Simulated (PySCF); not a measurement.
# C3H6B2: the cost of one run

Computed with PySCF 2.14.0, with density-fitted response routines of our own, on a single molecule in the gas phase. Atoms count from 0, in the outputs and in this text.

## Step 1: The starting structure

11 atoms, charge 0, multiplicity 1; geometry from: GFN2-xTB. The atoms were then displaced at random by about 0.01 Å, so the start is not that level's minimum.

Bonds of the start (Å): B0–C1 1.57, C1–B2 1.57, B2–C3 1.56, C3–C4 1.17, B0–H5 1.17, B0–H6 1.16, C1–H7 1.08, C1–H8 1.10, B2–H9 1.16, C4–H10 1.05.

## Step 2: Geometry optimisation at PBE0-D3(BJ)/def2-SVP

The job: settings as JSON, then the geometry in Å.

```
{"job": {"xc": "PBE0", "basis": "def2-SVP", "d3": "d3bj", "grid": 1, "shake": 0.01, "kind": "geom"}, "charge": 0, "multiplicity": 1}
B     -1.541610     0.050060     0.997990
C     -0.939550     0.480360    -0.382670
B      0.183490    -0.579420    -0.662660
C      1.647760    -0.274680    -0.236350
C      2.745000    -0.033490     0.085480
H     -1.147640     0.529360     1.988100
H     -2.424220    -0.706410     1.033990
H     -1.660690     0.434740    -1.180810
H     -0.512280     1.492760    -0.320790
H     -0.039970    -1.603660    -1.162150
H      3.727810     0.184540     0.394060
```

On the command line:

```
> OMP_NUM_THREADS=1 python probes_run.py task.json out
```

The driver reads the jobs from task.json and runs them one after another.

**Question.** How long does this first job take on 1 thread of Arm Neoverse V2, shared host, and how much memory does it need?

About 24 s, with a peak of 0.41 GiB.
